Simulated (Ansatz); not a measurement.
# C₃H₄Al radical: how energies converge with the basis set

An exercise on one series of results from a longer session: the logs are not shown, and one member is left open.

The runs use Ansatz 0.2.0, Gaussian basis; one geometry, several basis sets.

The runs, in order: PBE0-D4/def2-SVP; ωB97M-V/def2-SVP; PBE0-D4/def2-QZVPP; ωB97M-V/def2-QZVPP; CCSD(T)/cc-pV(D+d)Z; CCSD(T)/cc-pV(T+d)Z; CCSD(T)/cc-pV(Q+d)Z; the functionals' def2-TZVPP values are taken from earlier runs.

**The relaxed structure**

An earlier PBE0-D4 in a triple-zeta def2 set relaxation fixed the geometry.

SMILES `C#[C][Al][CH3]`, 8 atoms, charge 0, spin multiplicity 2.

Atoms are counted from 1 here; the program's logs count them from 0.

Bond lengths: C1–C2 1.213 Å, C1–H5 1.067 Å, C2–Al3 1.919 Å, Al3–C4 1.960 Å, C4–H6 1.095 Å, C4–H7 1.095 Å, C4–H8 1.090 Å. Angles: C2–C1–H5 179.5°, C1–C2–Al3 175.2°, C2–Al3–C4 117.4°, Al3–C4–H6 109.0°, Al3–C4–H7 109.1°, Al3–C4–H8 114.0°, H6–C4–H7 107.2°, H6–C4–H8 108.6°, H7–C4–H8 108.7°.

The first run:

The input, in.yaml:

```yaml
crystal:
  periodic: [false, false, false]
  atoms:
    - {symbol: C, position_ang: [2.659114, 0.063502, 0.525917]}
    - {symbol: C, position_ang: [1.501575, -0.297607, 0.493592]}
    - {symbol: Al, position_ang: [-0.284653, -0.997058, 0.529420]}
    - {symbol: C, position_ang: [-1.674442, 0.029622, -0.396119]}
    - {symbol: H, position_ang: [3.674965, 0.388230, 0.549530]}
    - {symbol: H, position_ang: [-1.722817, 1.035468, 0.035083]}
    - {symbol: H, position_ang: [-1.395255, 0.140859, -1.449506]}
    - {symbol: H, position_ang: [-2.666387, -0.420115, -0.343717]}
basis:
  gaussian: {orbitals: def2-SVP}
magnetization: {spin_polarized: true, initial_magnetization: 1}
hamiltonian: {xc: pbe0, dispersion: d4}
output: {orbitals: {seedname: orbitals}}
```

Launch:

```console
> ansatz run in.yaml --threads 2 --pin off --events-out ev --progress --plain --max-ram 32768MiB --backend cpu
```

Steps of the session up to this table: PBE0-D4 in def2-SVP; ωB97M-V in def2-SVP; PBE0-D4 in def2-QZVPP; ωB97M-V in def2-QZVPP.

One table of the session follows, with a row left open; its other results are not shown here.

```
functional       basis  HOMO (eV)  LUMO (eV)
   PBE0-D4    def2-SVP      -5.36      -2.06
   PBE0-D4  def2-TZVPP      -5.42      -2.09
   PBE0-D4  def2-QZVPP      -5.44      -2.12
   ωB97M-V    def2-SVP          ?          ?
   ωB97M-V  def2-TZVPP      -7.04      -0.62
   ωB97M-V  def2-QZVPP      -7.08      -0.72
```

**Question.** Estimate the row for ωB97M-V, def2-SVP.

The run gave: HOMO (eV): -6.97; LUMO (eV): -0.60. In the column «HOMO (eV)» it lies between ωB97M-V, def2-TZVPP (-7.04) and PBE0-D4, def2-QZVPP (-5.44).
